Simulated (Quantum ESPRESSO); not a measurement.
## HgS3 in Quantum ESPRESSO: the effect of functional

Crystal: HgS3.

```
CELL_PARAMETERS angstrom
5.16616 0.00000 0.00000
-2.58308 4.47403 0.00000
0.00000 0.00000 4.88469
ATOMIC_POSITIONS crystal
Hg 0.00000 0.00000 0.50000
S 0.66667 0.33333 0.74610
S 0.66667 0.33333 0.25390
S 0.33333 0.66667 0.50000
```

The cell was built by a generator and needn't be a form met in nature.

Alike in all runs:

```yaml
Program: Quantum ESPRESSO 7.5
Task: phonons
Cutoff: 612 eV
Density_cutoff: 4898 eV
k_mesh: 4 × 4 × 4, shifted
Occupations: fermi-dirac, width 0.05 eV
Spin: no spin polarisation
```

Each run relaxes the cell or the atoms first.

| functional | potentials or basis | relaxed volume (Å³/atom) | highest phonon frequency (cm⁻¹) |
| --- | --- | --- | --- |
| LDA | GBRV 1.5 LDA | 23.83 | 648 |
| PBEsol | GBRV 1.5 PBEsol | ? | ? |
| revPBE | GBRV 1.5 PBE | 31.62 | 689 |

Q: What does the run with functional PBEsol give?

A: Relaxed volume 24.85 Å³/atom; highest phonon frequency 651 cm⁻¹.

Caveats: the mesh is thin for the phonons of a metal; some modes are imaginary; the volume moved by over 15 % at a fixed basis, so the end points are rough (some runs); the potentials were made for another functional, which shifts forces and pressure (some runs); this functional lacks dispersion, which binds the layers, so the pressure and a relaxed spacing across them are unreliable (some runs).

Runs at the PBE level aren't shown here.
